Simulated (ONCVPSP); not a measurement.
# Pseudopotential generation for As: ONCV, PBE

Task: generate the file, and judge it by its errors in other configurations, its logarithmic derivatives, its ghosts and its cutoff.

Program: ONCVPSP 4.0.1. Reference atom: PBE, scalar-relativistic, spherical and spin-unpolarised. All values are calculated.

## (1) The atom and the settings

Typed settings, in words:

```json
{
 "element": "arsenic (As, Z = 33)",
 "type": "optimised norm-conserving Vanderbilt (ONCV)",
 "frozen core": "[Ar]",
 "valence charge": "15",
 "reference configuration": "3d10 4s1.5 4p3.5",
 "partial waves": "4s: rc 1.75 bohr, ncon 3, nbas 7, qcut 3.9 1/bohr, 3 projectors, debl 0.6 Ha; 4p: rc 1.45 bohr, ncon 3, nbas 7, qcut 4.6 1/bohr, 1 projector; 3d: rc 0.65 bohr, ncon 4, nbas 8, qcut 22.7 1/bohr, local",
 "local potential": "the d channel",
 "core correction": "not asked for"
}
```

An earlier all-electron run gives the scale for the radii.

All-electron outer shells of the reference configuration (PBE, scalar-relativistic, ld1.x):

```csv
shell,level (eV),outermost node (bohr),outermost maximum (bohr)
3s,-191.17,0.25,0.52
3p,-134.54,0.22,0.52
3d,-41.48,–,0.47
4s,-14.94,0.73,1.61
4p,-5.52,0.78,1.97
```

## (2) Generating the potential

As.dat reads:

```
# ATOM AND REFERENCE CONFIGURATION
# atsym  z   nc   nv     iexc    psfile
  As 33.00    5    3        4      upf
#
#   n    l    f
    1    0    2.00
    2    0    2.00
    2    1    6.00
    3    0    2.00
    3    1    6.00
    3    2   10.00
    4    0    1.50
    4    1    3.50
#
# PSEUDOPOTENTIAL AND OPTIMIZATION
# lmax
    2
#
#   l,   rc,      ep,       ncon, nbas, qcut
    0    1.75    0.00    3    7    3.90
    1    1.45    0.00    3    7    4.60
    2    0.65    0.00    4    8   22.70
#
# LOCAL POTENTIAL
# lloc, lpopt,  rc(5),   dvloc0
    2    5    0.65    0.00
#
# VANDERBILT-KLEINMAN-BYLANDER PROJECTORs
# l, nproj, debl
    0    3    0.60
    1    1    2.20
    2    0    2.20
#
# MODEL CORE CHARGE
# icmod, fcfact, rcfact
    0    0.00    0.00
#
# LOG DERIVATIVE ANALYSIS
# epsh1, epsh2, depsh
   -3.00    5.00    0.02
#
# OUTPUT GRID
# rlmax, drl
    6.00    0.01
#
# TEST CONFIGURATIONS
# ncnf
    4
# nvcnf
#   n    l    f
    3
    3    2   10.00
    4    0    2.00
    4    1    3.00
#
    3
    3    2   10.00
    4    0    2.00
    4    1    2.00
#
    3
    3    2   10.00
    4    0    2.00
    4    1    1.00
#
    3
    3    2   10.00
    4    0    1.00
    4    1    3.00
#
```

Launch:

```
$ oncvpsp.x < As.dat > As.out
```

**Question.** What will these runs give? Wanted: cutoffs for 1 and 0.1 mHa per electron, occupied waves; bound ghosts; GHOST(+) flags; largest test error; largest phase difference near zero energy, channels read.

As calculated:

```
                                                quantity                                                  value
  cutoffs for 1 and 0.1 mHa per electron, occupied waves                                      212 Ha and 237 Ha
                                            bound ghosts                       s at -461.56 eV, p at -428.19 eV
                                          GHOST(+) flags  s at 182 eV (1 near or above the test basis's cutoff)
                            largest test error (AE − PS)                             -5.7 meV, for 3d10 4s2 4p1
largest phase difference near zero energy, channels read                                              0.014 rad
```

**Reading.** It has a bound ghost (s, p), a state that the atom doesn't have, and that rules the file out. The worst unpolarised test, 3d10 4s2 4p1, is off by 5.7 meV on 22.4 eV; by total energies transferability rates as good. Atomic tests can pass in spite of a ghost, since they solve only for the levels asked. By its cutoff, 212 Ha for the looser tolerance, it is very hard. At the looser tolerance the 3d wave is the slowest; 4s needs 10 Ha. Near zero energy the phases of the channels with partial waves agree within 0.014 rad. The program also flags highly localised states, GHOST(+) (s).
